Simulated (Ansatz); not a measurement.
Runs of Ansatz 0.2.0 on GaGe. The structure is cubic, space group F-43m (No. 216). Conventional cell: a = 5.796 Å, b = 5.796 Å, c = 5.796 Å, α = 90.00°, β = 90.00°, γ = 90.00°. Around Ge (site symmetry -43m) lie 4 Ga at 2.51 Å. Ga (site symmetry -43m) has 4 Ge at 2.51 Å as nearest neighbours. The cell comes from a database or a generator and needn't be the stable form of this composition.

```csv
task,level,spin,cell,points for each segment of the path,gap on the mesh (eV),pressure (GPa),relaxed volume (Å³/atom)
relaxation of cell and atoms,HSEsol,off,relaxed,-,none,0.0,22.80
relaxation of cell and atoms,PBEsol0,off,relaxed,-,none,0.0,22.71
single point,PBE0,"SOC, no magnetisation",as given,-,none,-2.0,-
relaxation of cell and atoms,HF,off,relaxed,-,none,0.0,25.15
single point,HSE06,"SOC, no magnetisation",as given,-,none,(a),-
relaxation of cell and atoms,HSE06,off,relaxed,-,none,0.0,23.54
single point,PBEsol0,off,as given,-,none,-3.8,-
relaxation of cell and atoms,PBE0,off,relaxed,-,none,0.0,23.45
band structure,HSEsol,off,as given,4,none,-3.6,-
single point,HF,off,as given,-,none,(b),-
relaxation of cell and atoms,HSE03,off,relaxed,-,none,0.0,23.65
band structure,HSE03,off,as given,4,none,-1.5,-
```

Alike in all rows: potentials or basis Ansatz PAW; k mesh 4 × 4 × 4; cutoff (eV) 420; smearing fermi-dirac 0.05 eV; the mesh is coarse, so values aren't converged.

Problem. Fill in the values left out.

Solution. (a) -1.8; (b) 2.0.

Caveats: all runs use coarse meshes; the PAW data sets come from PBE, with cores solved anew for the run's functional, which leaves a small shift of forces and pressure; the plane-wave basis is chosen anew once the cell has moved, so the energies of steps on either side of that aren't comparable (some runs); the thresholds are loose for stress (some runs).

A k mesh can miss the band edges, and rows without SOC leave out spin-orbit coupling on Ga, Ge.

A gap of «none» marks a metal or a gap under the smearing width.
